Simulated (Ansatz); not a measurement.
# AlBH₅NSi: up Jacob's ladder to CCSD(T)

How much do the methods differ for AlBH₅NSi? The plan is to run it at one geometry with functionals of several rungs and with coupled cluster. The yardstick is the atomisation energy at the CCSD(T) limit.

Computed with Ansatz 0.2.0, Gaussian basis. Level: functionals in def2-TZVPP, the program's frozen cores in correlated methods.

Plan: LDA (SPW92), PBE-D4, revPBE-D4, BLYP-D4, r2SCAN-D4, B97M-V, PBE0-D4, B3LYP-D4, r2SCANh-D4, r2SCAN0-D4, HSE06-D4, BHLYP-D4, CAM-B3LYP-D4, LC-ωPBE, ωB97X-V, ωB97M-V, B2PLYP, PBE-QIDH; CCSD(T)/def2-SVP; CCSD(T)/def2-TZVPP; MP2/def2-QZVPP; extrapolation to the limit; RPA on PBE.

### Step 1. The relaxed structure

The geometry comes from an earlier relaxation with PBE0-D4 in a triple-zeta def2 set; it is a stationary point, not always the lowest conformer.

SMILES `B1[NH][AlH][SiH2]1`, 9 atoms, charge 0, spin multiplicity 1.

Atoms are counted from 1 here; the program's logs count them from 0.

Bond lengths: B1–N2 1.411 Å, B1–Si4 2.054 Å, B1–H5 1.200 Å, N2–Al3 1.827 Å, N2–H6 1.011 Å, Al3–Si4 2.406 Å, Al3–H7 1.590 Å, Si4–H8 1.490 Å, Si4–H9 1.490 Å. Angles: N2–B1–Si4 105.5°, N2–B1–H5 122.6°, Si4–B1–H5 131.9°, B1–N2–Al3 103.9°, B1–N2–H6 120.7°, Al3–N2–H6 135.4°, N2–Al3–Si4 81.0°, N2–Al3–H7 123.5°, Si4–Al3–H7 155.5°, B1–Si4–Al3 69.6°, B1–Si4–H8 117.5°, B1–Si4–H9 117.1°, Al3–Si4–H8 120.2°, Al3–Si4–H9 119.8°, H8–Si4–H9 108.5°.

### Step 2. LDA

This LDA is Slater exchange with PW92 correlation.

Input file in.yaml:

```yaml
crystal:
  periodic: [false, false, false]
  atoms:
    - {symbol: B, position_ang: [-0.793778, 0.819400, -0.042710]}
    - {symbol: N, position_ang: [0.042586, 0.658404, -1.167616]}
    - {symbol: Al, position_ang: [1.140122, -0.726868, -0.703696]}
    - {symbol: Si, position_ang: [-0.170415, -0.595515, 1.309759]}
    - {symbol: H, position_ang: [-1.661148, 1.646949, 0.005676]}
    - {symbol: H, position_ang: [-0.065745, 1.249910, -1.980521]}
    - {symbol: H, position_ang: [2.267595, -1.311480, -1.659779]}
    - {symbol: H, position_ang: [-1.125807, -1.685643, 1.653373]}
    - {symbol: H, position_ang: [0.455188, -0.101457, 2.568415]}
basis:
  gaussian: {orbitals: def2-TZVPP}
hamiltonian: {xc: lda}
output: {orbitals: {seedname: orbitals}}
```

Command:

```bash
$ ansatz run in.yaml --threads 2 --pin off --events-out ev --progress --plain --max-ram 4352MiB
```

The runs that follow: PBE-D4 (GGA); revPBE-D4 (GGA); BLYP-D4 (GGA); r2SCAN-D4 (meta-GGA); B97M-V (meta-GGA); B3LYP-D4 (hybrid); r2SCANh-D4 (hybrid); r2SCAN0-D4 (hybrid); HSE06-D4 (hybrid); BHLYP-D4 (hybrid); CAM-B3LYP-D4 (range-separated); LC-ωPBE (range-separated); ωB97X-V (range-separated); ωB97M-V (range-separated); B2PLYP (double hybrid); PBE-QIDH (double hybrid); CCSD(T) in def2-SVP; CCSD(T) in def2-TZVPP; MP2 in def2-QZVPP; RPA on PBE orbitals.

Q: Predict the results of all the runs planned. Wanted: atomisation energy, CCSD(T)/CBS; farthest beyond LDA; mean size of error, GGA; mean size of error, meta-GGA; mean size of error, hybrid; mean size of error, range-separated; mean size of error, double hybrid; gap, smallest and largest; T1 diagnostic.

As calculated:

| quantity | value |
| --- | --- |
| atomisation energy, CCSD(T)/CBS | 30.223 eV |
| functionals within 0.151 eV (0.5 %) | BLYP-D4, PBE0-D4, B3LYP-D4, r2SCANh-D4, HSE06-D4, LC-ωPBE |
| farthest beyond LDA | B97M-V (+0.497 eV) |
| mean size of error, GGA | 0.239 eV |
| mean size of error, meta-GGA | 0.353 eV |
| mean size of error, hybrid | 0.156 eV |
| mean size of error, range-separated | 0.195 eV |
| mean size of error, double hybrid | 0.229 eV |
| gap, smallest and largest | 3.22 eV (LDA (SPW92)), 9.58 eV (LC-ωPBE) |
| T1 diagnostic | 0.0145 |
| triples share of the correlation energy | 4.1 % |

What this shows: LDA overbinds by 3.911 eV (13 %). PBE-D4 is off by +0.391 eV. Double hybrids carry the basis error of their MP2 part in triple zeta, and no dispersion term here, so their miss is partly the set-up's. By mean error the best rung here is hybrid (0.156 eV) and the worst beyond LDA is meta-GGA (0.353 eV). The gap between the best rungs is small, so their order is not settled. Misses under about 0.151 eV are within the doubt on the reference itself, which lacks core-valence correlation, relativity and higher excitations. Hartree-Fock recovers 74 % of the binding; the rest is correlation. CCSD(T) in def2-SVP is off by -1.838 eV, which most functionals beat. Orbital gaps span 3.2 to 9.6 eV; exact exchange widens them.
